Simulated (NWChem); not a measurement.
**One shape, several levels: CH6F2Si2 (SMILES C[SiH2][SiH](F)F)**

Aim: a comparison of 3 runs (HF/def2-SVP, PBE0/def2-SVP, BP86/cc-pVDZ) of CH6F2Si2. 

Program for the calculation: NWChem 7.3.0.

**1. The molecule**

CH6F2Si2: 11 atoms, total charge 0, spin state singlet. As SMILES, `C[SiH2][SiH](F)F`. The shape is that of a PBE0-D4/def2-TZVP optimisation. This is one conformer, not always the lowest.

Bond lengths: C1–Si2 1.873 Å, Si2–Si3 2.343 Å, Si3–F4 1.597 Å, Si3–F5 1.597 Å, C1–H6 1.092 Å, C1–H7 1.092 Å, C1–H8 1.092 Å, Si2–H9 1.490 Å, Si2–H10 1.490 Å, Si3–H11 1.483 Å. Some angles: C1–Si2–Si3 110.8°, Si2–Si3–F4 109.4°, Si2–Si3–F5 109.4°, F4–Si3–F5 106.4°, C1–Si2–H9 111.4°, C1–Si2–H10 111.4°, Si3–Si2–H9 107.7°, Si3–Si2–H10 107.7°, Si2–C1–H6 110.6°, Si2–C1–H7 110.7°.

**2. Energy and gradient at HF/def2-SVP (run 1)**

File ch6f2si2.nw:

```
start ch6f2si2
memory stack 880 mb heap 220 mb global 1100 mb

geometry units angstrom noautosym nocenter noautoz
  C       -1.072600       1.156900       0.698300
  Si       0.477100       0.106300       0.760500
  Si       0.689200      -1.177500      -1.188200
  F       -0.602900      -2.100500      -1.358300
  F        0.723300      -0.211000      -2.459000
  H       -1.959800       0.527500       0.604000
  H       -1.169800       1.754000       1.607300
  H       -1.042900       1.835000      -0.156900
  H        0.451500      -0.830700       1.918200
  H        1.699500       0.948900       0.881700
  H        1.872800      -2.066000      -1.287200
end

basis spherical bse
  * library def2-SVP
end

scf
  thresh 1e-08
  maxiter 80
  print low
end

task scf gradient
```

On the command line:

```console
$ nwchem ch6f2si2.nw > ch6f2si2.out
```

Standard output:

```text
[...]
  functions       =   108
[...]
  wavefunction    = RHF
[...]
         Total SCF energy =   -817.856973467517
      One-electron energy =  -1739.507658195529
      Two-electron energy =    618.288063330669
 Nuclear repulsion energy =    303.362621397343
        Time for solution =      8.7s
[...]
                         RHF ENERGY GRADIENTS
    atom               coordinates                        gradient
                 x          y          z           x          y          z
   1 C      -2.026920   2.186224   1.319596    0.003768  -0.002508   0.000158
   2 Si      0.901588   0.200878   1.437137   -0.006018   0.001721  -0.004267
   3 Si      1.302399  -2.225152  -2.245372   -0.011712   0.005581  -0.004611
   4 F      -1.139316  -3.969369  -2.566815    0.007537   0.004495   0.001296
   5 F       1.366839  -0.398732  -4.646836    0.000614  -0.005384   0.007064
   6 H      -3.703485   0.996830   1.141394    0.000195  -0.000403  -0.000124
   7 H      -2.210601   3.314579   3.037357    0.000376  -0.000065   0.000351
   8 H      -1.970795   3.467647  -0.296498    0.000341  -0.000210  -0.000227
   9 H       0.853211  -1.569795   3.624872    0.000123  -0.001041   0.001184
  10 H       3.211589   1.793161   1.666171    0.001384   0.000760   0.000136
  11 H       3.539079  -3.904174  -2.432455    0.003393  -0.002947  -0.000961
[...]
```

It took 11 s on 1 thread of AMD EPYC 9R45 (Zen 5), shared host; peak memory 0.1 GiB.

**3. Energy and forces at PBE0/def2-SVP (run 2)**

File test.nw:

```
start test
title "CH6F2Si2 gradient"
memory total 2200 mb

geometry units angstrom noautosym nocenter noautoz
C       -1.072600       1.156900       0.698300
Si       0.477100       0.106300       0.760500
Si       0.689200      -1.177500      -1.188200
F       -0.602900      -2.100500      -1.358300
F        0.723300      -0.211000      -2.459000
H       -1.959800       0.527500       0.604000
H       -1.169800       1.754000       1.607300
H       -1.042900       1.835000      -0.156900
H        0.451500      -0.830700       1.918200
H        1.699500       0.948900       0.881700
H        1.872800      -2.066000      -1.287200
end

basis spherical bse
* library def2-SVP
end

dft
xc pbe0
grid fine
convergence energy 1e-08
iterations 100
mulliken
print low
end

task dft gradient
```

On the command line:

```console
$ nwchem test.nw > test.out
```

Standard output:

```text
[...]
 d= 0,ls=0.0,diis     1   -819.5602942844 -1.12D+03  1.28D-02  7.82D-01     1.5
[...]
 d= 0,ls=0.0,diis     8   -819.6506234877 -5.11D-09  2.90D-06  1.38D-07     9.9
         Total DFT energy =     -819.650623487682
      One electron energy =    -1740.101982879772
           Coulomb energy =      687.137709098920
    Exchange-Corr. energy =      -70.048971104172
 Nuclear repulsion energy =      303.362621397343
[...]
      Total Density - Mulliken Population Analysis
     ---------------------------------------------
    Atom       Charge   Shell Charges
 -----------   ------   -------------------------------------------------------
    1 C    6     6.35   1.99  0.88  0.29  2.12  1.06  0.02
    2 Si  14    13.85   2.00  1.98  1.05  0.23  5.93  1.35  1.13  0.18
    3 Si  14    13.18   2.00  1.98  1.01  0.10  5.93  1.18  0.56  0.42
    4 F    9     9.34   1.99  1.12  0.80  3.35  2.07  0.01
    5 F    9     9.34   1.99  1.12  0.80  3.35  2.07  0.01
    6 H    1     0.91   0.72  0.16  0.03
    7 H    1     0.91   0.72  0.16  0.03
    8 H    1     0.91   0.72  0.16  0.03
    9 H    1     1.05   0.73  0.31  0.01
   10 H    1     1.05   0.73  0.31  0.01
[...]
                         DFT ENERGY GRADIENTS
    atom               coordinates                        gradient
                 x          y          z           x          y          z
   1 C      -2.026920   2.186224   1.319596   -0.002178   0.001556  -0.000020
   2 Si      0.901588   0.200878   1.437137   -0.000597   0.001795   0.002384
   3 Si      1.302399  -2.225152  -2.245372   -0.013590   0.000411  -0.015749
   4 F      -1.139316  -3.969369  -2.566815    0.015799   0.010621   0.001413
   5 F       1.366839  -0.398732  -4.646836   -0.000209  -0.012202   0.014722
   6 H      -3.703485   0.996830   1.141394    0.004659   0.003380   0.000498
   7 H      -2.210601   3.314579   3.037357    0.000473  -0.003157  -0.004846
   8 H      -1.970795   3.467647  -0.296498   -0.000214  -0.003585   0.004560
   9 H       0.853211  -1.569795   3.624872    0.000087   0.001715  -0.002162
  10 H       3.211589   1.793161   1.666171   -0.002236  -0.001596  -0.000233
  11 H       3.539079  -3.904174  -2.432455   -0.001993   0.001063  -0.000568
[...]
```

Run time: 13 s. Hardware: 1 thread of AMD EPYC 9R45 (Zen 5), shared host; peak memory 0.13 GiB.

**4. Energy and gradient at BP86/cc-pVDZ (run 3)**

File sp.nw:

```
start sp
memory stack 880 mb heap 220 mb global 1100 mb

geometry units angstroms noautosym nocenter noautoz
C       -1.072600       1.156900       0.698300
Si       0.477100       0.106300       0.760500
Si       0.689200      -1.177500      -1.188200
F       -0.602900      -2.100500      -1.358300
F        0.723300      -0.211000      -2.459000
H       -1.959800       0.527500       0.604000
H       -1.169800       1.754000       1.607300
H       -1.042900       1.835000      -0.156900
H        0.451500      -0.830700       1.918200
H        1.699500       0.948900       0.881700
H        1.872800      -2.066000      -1.287200
end

basis spherical bse
* library cc-pVDZ
end

dft
xc becke88 perdew86
grid fine
convergence energy 1e-08
iterations 100
mulliken
print medium
end

task dft gradient
```

On the command line:

```console
$ nwchem sp.nw > sp.out
```

Standard output:

```text
[...]
          Wavefunction type:  closed shell.
          No. of atoms     :    11
          No. of electrons :    58
[...]
          Charge           :     0
          Spin multiplicity:     1
[...]
          AO basis - number of functions:   108
[...]
              XC Information
              --------------
                    Becke 1988 Exchange Functional  1.000
                Perdew 1981 Correlation Functional  1.000 local
                Perdew 1986 Correlation Functional  1.000 non-local
[...]
 d= 0,ls=0.0,diis     1   -820.4382374644 -1.12D+03  1.55D-02  9.37D-01     4.3
[...]
 d= 0,ls=0.0,diis    10   -820.5421678002 -9.69D-09  2.82D-07  2.16D-09    31.8
         Total DFT energy =     -820.542167800175
      One electron energy =    -1740.454434100373
           Coulomb energy =      687.128537012302
    Exchange-Corr. energy =      -70.578892109447
 Nuclear repulsion energy =      303.362621397343
[...]
  wavefunction    = closed shell
                         DFT ENERGY GRADIENTS
    atom               coordinates                        gradient
                 x          y          z           x          y          z
   1 C      -2.026920   2.186224   1.319596   -0.001183   0.000596  -0.000465
   2 Si      0.901588   0.200878   1.437137   -0.002528   0.003963   0.003780
   3 Si      1.302399  -2.225152  -2.245372   -0.029242  -0.001465  -0.037830
   4 F      -1.139316  -3.969369  -2.566815    0.036947   0.026732   0.004337
   5 F       1.366839  -0.398732  -4.646836   -0.001474  -0.028026   0.036251
   6 H      -3.703485   0.996830   1.141394    0.009232   0.006534   0.000967
   7 H      -2.210601   3.314579   3.037357    0.001087  -0.006348  -0.009590
   8 H      -1.970795   3.467647  -0.296498   -0.000305  -0.007082   0.008900
   9 H       0.853211  -1.569795   3.624872    0.000194   0.004427  -0.005978
  10 H       3.211589   1.793161   1.666171   -0.005967  -0.004357  -0.000862
  11 H       3.539079  -3.904174  -2.432455   -0.006760   0.005026   0.000490
[...]
```

Run time: 41 s. Hardware: 1 thread of AMD EPYC 9R45 (Zen 5), shared host; peak memory 0.13 GiB.

**5. Overview of the runs**

| run | level | iteration cap | module | energy (Eh) | largest force (eV/Å) | wall time |
| --- | --- | --- | --- | --- | --- | --- |
| 1 | HF/def2-SVP | 80 | scf | -817.856973 | 0.708 | 11 s |
| 2 | PBE0/def2-SVP | 100 | dft | -819.650623 | 1.070 | 13 s |
| 3 | BP86/cc-pVDZ | 100 | dft | -820.542168 | 2.460 | 41 s |

**6. Results**

| quantity | value |
| --- | --- |
| run 3: total energy | -820.54217 Eh |
| run 3: dipole moment | 1.66 D |
| run 3: HOMO energy | -6.94 eV |
| run 3: LUMO energy | -0.82 eV |
| run 3: HOMO–LUMO gap | 6.12 eV |
| run 3: largest force on an atom | 2.460 eV/Å |

What this shows: Totals of different functionals can't be ranked against each other. All runs together took 65 s, the longest 41 s.
